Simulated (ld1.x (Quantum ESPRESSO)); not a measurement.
# Potentials for Ge that differ in a few settings

Aim: generate and test one potential in full, then change a few of its settings and see what happens to hardness, ghosts and transferability.

Method: ld1.x (Quantum ESPRESSO) 7.5, PBE, scalar-relativistic.

2 further runs of the same task are left out: 1 that didn't finish, 1 set aside as unsound or not needed.

**1. The atom and the settings**

The settings as typed:

| Property | Result |
| --- | --- |
| element | germanium (Ge, Z = 32) |
| type | ultrasoft |
| frozen core | [Ar] |
| valence charge | 14 |
| reference configuration | 3d10 4s2 4p1.5 (charge +0.5) |
| partial waves | 4s (bound): rcut 1.45, rcutus 1.55 bohr; 4s channel at -0.15 Ry: rcut 1.45, rcutus 1.55 bohr; 4p (bound): rcut 2.10, rcutus 2.40 bohr; 4p channel at 0.6 Ry: rcut 2.10, rcutus 2.40 bohr; 3d (bound): rcut 1.35, rcutus 1.45 bohr; 3d channel at -2.15 Ry: rcut 1.35, rcutus 1.45 bohr |
| local potential | all-electron potential smoothed inside 1.70 bohr (lloc = -2) |
| core correction | not asked for |
| augmentation charge | PSQ, inside the norm-conserving radii |

**2. Generation of the first potential**

Ge.in

```
 &input
   title='Ge', zed=32., rel=1, dft='PBE', iswitch=3,
   config='[Ar] 3d10 4s2 4p1.5',
   nld=3, rlderiv=2.60, eminld=-4.0, emaxld=5.0, deld=0.02
 /
 &inputp
   pseudotype=3, tm=.true., lloc=-2, rcloc=1.70,
   nlcc=.false.,
   which_augfun='PSQ', rmatch_augfun_nc=.true.,
   file_pseudopw='Ge.UPF', file_wfcaegen='ae.wfc', file_wfcncgen='nc.wfc', file_beta='beta', file_chi='chi', file_wfcusgen='us.wfc'
 /
6
4S  1  0   2.00   0.00  1.45  1.55  0.0
4S  1  0   0.00  -0.15  1.45  1.55  0.0
4P  2  1   1.50   0.00  2.10  2.40  0.0
4P  2  1   0.00   0.60  2.10  2.40  0.0
3D  3  2  10.00   0.00  1.35  1.45  0.0
3D  3  2   0.00  -2.15  1.35  1.45  0.0
 &test
   configts(1)='3d10 4s2 4p1.5'
 /
```

Launch:

```sh
$ ld1.x < Ge.in > Ge.out
```

What the program wrote to Ge.out (without the banner and most projector matrices):

```text
     Program LD1 v.7.5
     --------------------------- All-electron run ----------------------------

     Ge
     scalar relativistic calculation

     atomic number is 32.00
     dft =PBE   lsd =0 sic =0 latt =0  beta=0.20 tr2=1.0E-14
     Exchange-correlation= PBE
                           (   1   4   3   4   0   0   0)
     mesh =1207 r(mesh) = 100.41023 a.u. xmin = -7.00 dx = 0.01250
     1 Ry =  13.60569312 eV, c = 137.03599908

     n l     nl                  e(Ry)          e(Ha)          e(eV)
     1 0     1S 1( 2.00)      -805.9451      -402.9725    -10965.4414
     2 0     2S 1( 2.00)      -101.1367       -50.5683     -1376.0348
     2 1     2P 1( 6.00)       -88.4156       -44.2078     -1202.9555
     3 0     3S 1( 2.00)       -12.6952        -6.3476      -172.7273
     3 1     3P 1( 6.00)        -8.8094        -4.4047      -119.8574
     3 2     3D 1(10.00)        -2.4653        -1.2326       -33.5417
     4 0     4S 1( 2.00)        -1.1465        -0.5733       -15.5994
     4 1     4P 1( 1.50)        -0.5427        -0.2713        -7.3835

     final scf error:  3.2E-15 reached in  36 iterations

     Etot =   -4197.464058 Ry,   -2098.732029 Ha,  -57109.407861 eV

     Ekin =    4273.510141 Ry,    2136.755071 Ha,   58144.067539 eV
     Encl =  -10106.701688 Ry,   -5053.350844 Ha, -137508.681654 eV
     Eh   =    1794.518488 Ry,     897.259244 Ha,   24415.667849 eV
     Exc  =    -158.790998 Ry,     -79.395499 Ha,   -2160.461596 eV

     normalization and overlap integrals

     s(1S/1S) =  1.000000  <r> =   0.0470  <r2> =    0.0030  r(max) =   0.0309
     s(2S/2S) =  1.000000  <r> =   0.2100  <r2> =    0.0520  r(max) =   0.1754
     s(2P/2P) =  1.000000  <r> =   0.1837  <r2> =    0.0414  r(max) =   0.1418
     s(3S/3S) =  1.000000  <r> =   0.6242  <r2> =    0.4495  r(max) =   0.5402
     s(3P/3P) =  1.000000  <r> =   0.6470  <r2> =    0.4929  r(max) =   0.5402
     s(3D/3D) =  1.000000  <r> =   0.7359  <r2> =    0.6951  r(max) =   0.5012
     s(4S/4S) =  1.000000  <r> =   2.0743  <r2> =    4.9550  r(max) =   1.7277
     s(4P/4P) =  1.000000  <r> =   2.7035  <r2> =    8.5914  r(max) =   2.1367

     ------------------------ End of All-electron run ------------------------

     --------------------- Generating US pseudopotential ---------------------

      Generating local potential from pseudized AE potential:
      Matching radius rcloc =   1.7000
      Enforcing V''(0)=0 (lloc=-2)

      Local pseudo, rcloc= 1.706 Estimated cut-off energy=    10.79 Ry
      Wfc-us  4S rcutus= 1.544  Estimated cut-off energy=    17.87 Ry
      Wfc-us  4S rcutus= 1.544  Estimated cut-off energy=    19.15 Ry
      Wfc-us  4P rcutus= 2.421  Estimated cut-off energy=    13.02 Ry
      Wfc-us  4P rcutus= 2.421  Estimated cut-off energy=    16.58 Ry
      Wfc-us  3D rcutus= 1.432  Estimated cut-off energy=    58.27 Ry
      Wfc-us  3D rcutus= 1.432  Estimated cut-off energy=    65.58 Ry

     Q pseudized with Bessel functions
     Expected ecutrho=     279.3212 due to l1=  2   l2=  2

     ------------------- End of pseudopotential generation -------------------

     [... the all-electron block is printed once more ...]


     Computing logarithmic derivative in   2.59357
     Computing logarithmic derivative in   2.59357
     Computing the partial wave expansion
     R is outside the sphere for l=    0 j= 0.00
     R is outside the sphere for l=    0 j= 0.00
     R is outside the sphere for l=    1 j= 0.00
     R is outside the sphere for l=    1 j= 0.00
     R is outside the sphere for l=    2 j= 0.00
     R is outside the sphere for l=    2 j= 0.00

     ---------------------- Testing the pseudopotential ----------------------

     Ge
     scalar relativistic calculation

     atomic number is 32.00   valence charge is 14.00
     dft =PBE   lsd =0 sic =0 latt =0  beta=0.20 tr2=1.0E-14
     mesh =1207 r(mesh) = 100.41023 xmin = -7.00 dx = 0.01250

     n l     nl             e AE (Ry)        e PS (Ry)    De AE-PS (Ry)
     3 2     3D   1(10.00)       -2.46527       -2.46527        0.00000
     1 0     4S   1( 2.00)       -1.14653       -1.14654        0.00000
     2 1     4P   1( 1.50)       -0.54268       -0.54268        0.00000

     eps = 1.8E-16  iter =  6

     Etot =   -4197.464058 Ry,   -2098.732029 Ha,  -57109.407861 eV
     Etotps =  -208.783516 Ry,    -104.391758 Ha,   -2840.644441 eV

     Ekin =      36.246899 Ry,      18.123450 Ha,     493.164188 eV
     Encl =    -401.682923 Ry,    -200.841462 Ha,   -5465.174587 eV
     Ehrt =     189.054914 Ry,      94.527457 Ha,    2572.223148 eV
     Ecxc =     -26.696312 Ry,     -13.348156 Ha,    -363.221825 eV
     Epseu=      -5.706094 Ry,      -2.853047 Ha,     -77.635365 eV

     ---------------------- End of pseudopotential test ----------------------
```

Run time: 1.4 s. Hardware: 1 thread, shared host. (Generation and the later configuration tests together.)

All-electron and pseudo partial waves u(r) = r·R(r), from the program's wave files:

```tsv
r (bohr)	4s AE	4s PS
0.120	0.2023	0.0245
0.240	0.0275	0.0535
0.360	-0.2697	0.0908
0.480	-0.3531	0.1390
0.600	-0.2582	0.1993
0.720	-0.0787	0.2708
0.840	0.1197	0.3511
0.960	0.3027	0.4362
1.080	0.4555	0.5210
1.200	0.5746	0.5999
1.320	0.6612	0.6677
1.440	0.7194	0.7200
1.560	0.7536	0.7536
1.680	0.7681	0.7681
1.800	0.7669	0.7669
1.920	0.7535	0.7535
2.040	0.7308	0.7308
2.160	0.7013	0.7013
2.280	0.6670	0.6670
2.400	0.6296	0.6296
2.520	0.5906	0.5906
2.640	0.5509	0.5509
2.760	0.5115	0.5115
2.880	0.4728	0.4728
3.000	0.4356	0.4356
3.120	0.3999	0.3999
```

**3. Testing the new file in other configurations**

Ge.test.in

```
 &input
   title='Ge', zed=32., rel=1, dft='PBE', iswitch=2,
   config='[Ar] 3d10 4s2 4p1.5'
 /
 &test
   file_pseudo='Ge.UPF', nconf=8,
   configts(1)='3d10 4s2 4p1.5',
   configts(2)='3d10 4s2 4p2',
   configts(3)='3d10 4s2 4p1',
   configts(4)='3d10 4s2 4p0',
   configts(5)='3d10 4s1 4p0',
   configts(6)='3d9 4s2 4p2',
   configts(7)='3d10 4s0 4p4',
   configts(8)='3d10 4s1 4p2'
 /
```

Launch:

```sh
$ ld1.x < Ge.test.in > Ge.test.out
```

Ge.test.out, the pseudopotential blocks, each with the warnings that came before it:

```text
     ---------------------- Testing the pseudopotential ----------------------

     Ge
     scalar relativistic calculation

     atomic number is 32.00   valence charge is 14.00
     dft =PBE   lsd =0 sic =0 latt =0  beta=0.20 tr2=1.0E-14
     mesh =1207 r(mesh) = 100.41023 xmin = -7.00 dx = 0.01250

     n l     nl             e AE (Ry)        e PS (Ry)    De AE-PS (Ry)
     3 2     3D   1(10.00)       -2.46527       -2.46527        0.00000
     1 0     4S   1( 2.00)       -1.14653       -1.14654        0.00000
     2 1     4P   1( 1.50)       -0.54268       -0.54268        0.00000

     eps = 1.9E-16  iter =  6

     Etot =   -4197.464058 Ry,   -2098.732029 Ha,  -57109.407861 eV
     Etotps =  -208.783516 Ry,    -104.391758 Ha,   -2840.644441 eV

     Ekin =      36.246899 Ry,      18.123450 Ha,     493.164188 eV
     Encl =    -401.682923 Ry,    -200.841462 Ha,   -5465.174587 eV
     Ehrt =     189.054914 Ry,      94.527457 Ha,    2572.223148 eV
     Ecxc =     -26.696312 Ry,     -13.348156 Ha,    -363.221825 eV
     Epseu=      -5.706094 Ry,      -2.853047 Ha,     -77.635365 eV

     ---------------------- End of pseudopotential test ----------------------

     ---------------------- Testing the pseudopotential ----------------------

     Ge
     scalar relativistic calculation

     atomic number is 32.00   valence charge is 14.00
     dft =PBE   lsd =0 sic =0 latt =0  beta=0.20 tr2=1.0E-14
     mesh =1207 r(mesh) = 100.41023 xmin = -7.00 dx = 0.01250

     n l     nl             e AE (Ry)        e PS (Ry)    De AE-PS (Ry)
     3 2     3D   1(10.00)       -2.15431       -2.15422       -0.00009
     1 0     4S   1( 2.00)       -0.86222       -0.86223        0.00001
     2 1     4P   1( 2.00)       -0.28630       -0.28630        0.00000

     eps = 2.7E-15  iter = 15

     Etot =   -4197.669992 Ry,   -2098.834996 Ha,  -57112.209742 eV
     Etotps =  -208.989480 Ry,    -104.494740 Ha,   -2843.446726 eV
     dEtot_ae =      -0.205934 Ry
     dEtot_ps =      -0.205964 Ry,   Delta E=       0.000030 Ry

     Ekin =      36.436500 Ry,      18.218250 Ha,     495.743831 eV
     Encl =    -406.044331 Ry,    -203.022165 Ha,   -5524.514560 eV
     Ehrt =     193.245505 Ry,      96.622752 Ha,    2629.239035 eV
     Ecxc =     -26.904257 Ry,     -13.452128 Ha,    -366.051059 eV
     Epseu=      -5.722896 Ry,      -2.861448 Ha,     -77.863973 eV

     ---------------------- End of pseudopotential test ----------------------

     ---------------------- Testing the pseudopotential ----------------------

     Ge
     scalar relativistic calculation

     atomic number is 32.00   valence charge is 14.00
     dft =PBE   lsd =0 sic =0 latt =0  beta=0.20 tr2=1.0E-14
     mesh =1207 r(mesh) = 100.41023 xmin = -7.00 dx = 0.01250

     n l     nl             e AE (Ry)        e PS (Ry)    De AE-PS (Ry)
     3 2     3D   1(10.00)       -2.81637       -2.81692        0.00056
     1 0     4S   1( 2.00)       -1.45956       -1.45953       -0.00003
     2 1     4P   1( 1.00)       -0.82628       -0.82627       -0.00001

     eps = 5.0E-15  iter = 13

     Etot =   -4197.122869 Ry,   -2098.561434 Ha,  -57104.765750 eV
     Etotps =  -208.442281 Ry,    -104.221141 Ha,   -2836.001714 eV
     dEtot_ae =       0.341189 Ry
     dEtot_ps =       0.341234 Ry,   Delta E=      -0.000045 Ry

     Ekin =      35.969938 Ry,      17.984969 Ha,     489.395932 eV
     Encl =    -396.749290 Ry,    -198.374645 Ha,   -5398.049084 eV
     Ehrt =     184.486144 Ry,      92.243072 Ha,    2510.061861 eV
     Ecxc =     -26.460516 Ry,     -13.230258 Ha,    -360.013656 eV
     Epseu=      -5.688557 Ry,      -2.844279 Ha,     -77.396767 eV

     ---------------------- End of pseudopotential test ----------------------

     Warning: n=3, l=2 expected 0 nodes, found 1
     ---------------------- Testing the pseudopotential ----------------------

     Ge
     scalar relativistic calculation

     atomic number is 32.00   valence charge is 14.00
     dft =PBE   lsd =0 sic =0 latt =0  beta=0.20 tr2=1.0E-14
     mesh =1207 r(mesh) = 100.41023 xmin = -7.00 dx = 0.01250

     n l     nl             e AE (Ry)        e PS (Ry)    De AE-PS (Ry)
     3 2     3D   1(10.00)       -3.61570       -3.61912        0.00342
     1 0     4S   1( 2.00)       -2.14976       -2.14905       -0.00071
     2 1     4P   1( 0.00)       -1.45571       -1.45518       -0.00054

     eps = 9.9E-15  iter = 21

     Etot =   -4195.988126 Ry,   -2097.994063 Ha,  -57089.326796 eV
     Etotps =  -207.307555 Ry,    -103.653778 Ha,   -2820.562981 eV
     dEtot_ae =       1.475931 Ry
     dEtot_ps =       1.475960 Ry,   Delta E=      -0.000029 Ry

     Ekin =      35.149979 Ry,      17.574990 Ha,     478.239834 eV
     Encl =    -385.485168 Ry,    -192.742584 Ha,   -5244.792901 eV
     Ehrt =     174.615421 Ry,      87.307710 Ha,    2375.763832 eV
     Ecxc =     -25.935171 Ry,     -12.967585 Ha,    -352.865973 eV
     Epseu=      -5.652617 Ry,      -2.826309 Ha,     -76.907772 eV

     ---------------------- End of pseudopotential test ----------------------
```

4 tests gave no usable energy difference (3d10 4s1 4p0; 3d9 4s2 4p2; 3d10 4s0 4p4; 3d10 4s1 4p2); the test run stopped with "negative rho".

Excitation and ionisation energies from 3d10 4s2 4p1.5, with the error of the potential. A star marks tests that logged a warning.

| valence configuration | charge | ΔE all-electron (eV) | error AE − PS (meV) |
| --- | --- | --- | --- |
| 3d10 4s2 4p2 | 0 | -2.802 | +0.4 |
| 3d10 4s2 4p1 | +1 | 4.642 | -0.6 |
| 3d10 4s2 4p0 * | +2 | 20.081 | -0.4 |

**4. Logarithmic derivatives**

Taken from the files of the generation run. The phase is arctan(r·u′/u) with u = r·R, unwrapped, with energies in Ry. A pole is an energy at which the radial function vanishes at the test radius. The pseudo phase is shifted by a multiple of π to meet the all-electron one at the reference energy. Levels narrower than the energy grid can be missing from the poles. The last column is the largest difference on the grid between −1 and +1 Ry.

```tsv
channel	radius (bohr)	reference (Ry)	poles AE	poles PS	window around the reference with phases within 0.05 rad (Ry)	largest difference near zero (rad)
s	2.59	-1.15	-0.24	-0.24, 4.57	below 2.7	0.000
p	2.59	-0.54	0.90	0.90	below 3.5	0.000
d	2.59	-2.47	-2.44, 2.91	-2.44, 2.94	the whole range	0.005
```

Phases (rad) along the scan:

```tsv
E (Ry)	d AE	d PS	p AE	p PS
-4.00	1.372	1.372	1.349	1.349
-3.52	1.357	1.357	1.329	1.329
-3.04	1.334	1.334	1.301	1.301
-2.56	1.224	1.224	1.262	1.262
-2.08	-1.816	-1.816	1.200	1.200
-1.60	-1.863	-1.863	1.084	1.084
-1.12	-1.917	-1.917	0.793	0.793
-0.64	-2.001	-2.001	-0.218	-0.218
-0.16	-2.159	-2.159	-1.159	-1.159
0.32	-2.547	-2.546	-1.433	-1.433
0.80	-3.511	-3.506	-1.553	-1.553
1.28	-4.227	-4.223	-1.629	-1.629
1.76	-4.488	-4.485	-1.692	-1.693
2.24	-4.612	-4.609	-1.758	-1.760
2.72	-4.688	-4.685	-1.843	-1.849
3.20	-4.746	-4.741	-1.985	-2.006
3.68	-4.797	-4.790	-2.302	-2.403
4.16	-4.852	-4.841	-3.174	-3.500
4.64	-4.921	-4.902	-4.040	-4.217
```

**5. Cutoff and ghost test in a Bessel basis**

This step uses the generator's waves and projectors in a separate script. Basis: spherical Bessel functions vanishing at 20 bohr, q² up to the cutoff; potential fixed at the reference.

All-electron valence levels (Ry): 4s -1.1465, 4p -0.5427, 3d -2.4653. The lowest levels of each channel (Ry) by cutoff; the last column sums, over occupied levels, occupation times the distance from the level at 400 Ry. A positive value at high cutoff is not a bound level.

```tsv
cutoff (Ry)	s #1	p #1	d #1	f #1	Σ f·Δε (mRy)
8	-1.1164	-0.5400	-0.1176	0.0324	23541.4
12	-1.1396	-0.5425	-0.4163	0.0324	20504.1
18	-1.1461	-0.5427	-1.3976	0.0324	10678.0
25	-1.1462	-0.5427	-2.0242	0.0324	4412.0
35	-1.1465	-0.5427	-2.3977	0.0324	675.5
50	-1.1465	-0.5427	-2.4639	0.0324	14.2
55	-1.1465	-0.5427	-2.4644	0.0324	9.3
60	-1.1465	-0.5427	-2.4644	0.0324	9.0
80	-1.1465	-0.5427	-2.4650	0.0324	2.7
100	-1.1466	-0.5427	-2.4652	0.0324	0.9
120	-1.1466	-0.5427	-2.4652	0.0324	0.5
400	-1.1466	-0.5427	-2.4653	0.0324	0.0
```

The sum stays within 10 mRy from 55 Ry and within 1 mRy from 100 Ry. The sum leaves out empty levels, which can need more. Ghost test: no level below the all-electron spectrum of its channel (s, p, d, f tested).

**6. Variant: local potential all-electron potential smoothed inside 1.86 bohr (lloc = -1)**

Edit Ge.in of step 2 so:

```diff
@@ -6,3 +6,3 @@
  &inputp
-   pseudotype=3, tm=.true., lloc=-2, rcloc=1.70,
+   pseudotype=3, tm=.true., lloc=-1, rcloc=1.86,
    nlcc=.false.,
```

Launch:

```sh
$ ld1.x < Ge.in > Ge.out
```

Output in Ge.out (without the banner and most projector matrices):

```text
     Program LD1 v.7.5
     [... all-electron run as in step 2 ...]


     --------------------- Generating US pseudopotential ---------------------

      Generating local potential from pseudized AE potential:
      Matching radius rcloc =   1.8600

      Local pseudo, rcloc= 1.839 Estimated cut-off energy=     7.05 Ry
      Wfc-us  4S rcutus= 1.544  Estimated cut-off energy=    17.87 Ry
      Wfc-us  4S rcutus= 1.544  Estimated cut-off energy=    19.15 Ry
      Wfc-us  4P rcutus= 2.421  Estimated cut-off energy=    13.02 Ry
      Wfc-us  4P rcutus= 2.421  Estimated cut-off energy=    16.58 Ry
      Wfc-us  3D rcutus= 1.432  Estimated cut-off energy=    58.27 Ry
      Wfc-us  3D rcutus= 1.432  Estimated cut-off energy=    65.58 Ry

     Q pseudized with Bessel functions
     Expected ecutrho=     279.3212 due to l1=  2   l2=  2

     ------------------- End of pseudopotential generation -------------------

     [... all-electron run as in step 2 ...]


     Computing logarithmic derivative in   2.59357
     Computing logarithmic derivative in   2.59357
     Computing the partial wave expansion
     R is outside the sphere for l=    0 j= 0.00
     R is outside the sphere for l=    0 j= 0.00
     R is outside the sphere for l=    1 j= 0.00
     R is outside the sphere for l=    1 j= 0.00
     R is outside the sphere for l=    2 j= 0.00
     R is outside the sphere for l=    2 j= 0.00

     ---------------------- Testing the pseudopotential ----------------------

     Ge
     scalar relativistic calculation

     atomic number is 32.00   valence charge is 14.00
     dft =PBE   lsd =0 sic =0 latt =0  beta=0.20 tr2=1.0E-14
     mesh =1207 r(mesh) = 100.41023 xmin = -7.00 dx = 0.01250

     n l     nl             e AE (Ry)        e PS (Ry)    De AE-PS (Ry)
     3 2     3D   1(10.00)       -2.46527       -2.46527        0.00000
     1 0     4S   1( 2.00)       -1.14653       -1.14654        0.00000
     2 1     4P   1( 1.50)       -0.54268       -0.54268        0.00000

     eps = 3.8E-15  iter =  4

     Etot =   -4197.464058 Ry,   -2098.732029 Ha,  -57109.407861 eV
     Etotps =  -208.783505 Ry,    -104.391752 Ha,   -2840.644297 eV

     Ekin =      36.246902 Ry,      18.123451 Ha,     493.164223 eV
     Encl =    -421.950645 Ry,    -210.975322 Ha,   -5740.930988 eV
     Ehrt =     189.054907 Ry,      94.527454 Ha,    2572.223048 eV
     Ecxc =     -26.696308 Ry,     -13.348154 Ha,    -363.221780 eV
     Epseu=      14.561640 Ry,       7.280820 Ha,     198.121199 eV

     ---------------------- End of pseudopotential test ----------------------
```

Run time: 1.4 s. Hardware: 1 thread, shared host. This counts the later configuration tests of the new file too.

The new file went through the configuration test as well (its log is not shown).

4 tests gave no usable energy difference (3d10 4s1 4p0; 3d9 4s2 4p2; 3d10 4s0 4p4; 3d10 4s1 4p2); the test run stopped with "negative rho".

Energies count from the reference configuration 3d10 4s2 4p1.5; the error is all-electron less pseudo. A star marks tests that logged a warning.

| valence configuration | charge | ΔE all-electron (eV) | error AE − PS (meV) |
| --- | --- | --- | --- |
| 3d10 4s2 4p2 | 0 | -2.802 | +0.4 |
| 3d10 4s2 4p1 | +1 | 4.642 | -0.6 |
| 3d10 4s2 4p0 * | +2 | 20.081 | -0.4 |

With this change the loose cutoff stays at 55 Ry, the largest error in the tests that it solved is -0.6 meV (3d10 4s2 4p1) and there is no bound ghost.

**7. All runs side by side**

Cutoffs, loose and tight: the cutoffs (Ry, on a coarse ladder) from which the occupation-weighted sum of valence levels, in a spherical-Bessel basis at the reference potential, stays within 10 and 1 mRy of its value at 400 Ry; empty and scattering waves don't count. The number of plane waves in a given cell goes as the cutoff to the power 3/2; it is given for the loose cutoff, relative to the first potential. Test errors are all-electron less pseudo. The phase difference is the largest within 1 Ry of zero, over the channels with partial waves.

| change | outcome | cutoff, loose | cutoff, tight | plane waves, relative | bound ghosts | largest test error (meV) | phase difference near zero (rad) | lowest overlap eigenvalue (Bessel basis) |
| --- | --- | --- | --- | --- | --- | --- | --- | --- |
| first potential | generated | 55 Ry | 100 Ry | 1.00 | none | -0.6 (4 tests unsolved) | 0.005 | 0.498 |
| local potential all-electron potential smoothed inside 1.86 bohr (lloc = -1) | generated | 55 Ry | 90 Ry | 1.00 | none | -0.6 (4 tests unsolved) | 0.005 | 0.500 |

**Reading.** 

The first potential by itself. By total energies transferability is very good where solved: the largest error is 0.6 meV on 4.6 eV, for 3d10 4s2 4p1. The test run broke off, so later configurations gave nothing; the verdict rests on few tests. It counts as of middling hardness, with 55 Ry needed at the looser tolerance. The slowest occupied level is 3d: taken alone it needs 55 Ry to come within 1 mRy, against 18 Ry for 4s.
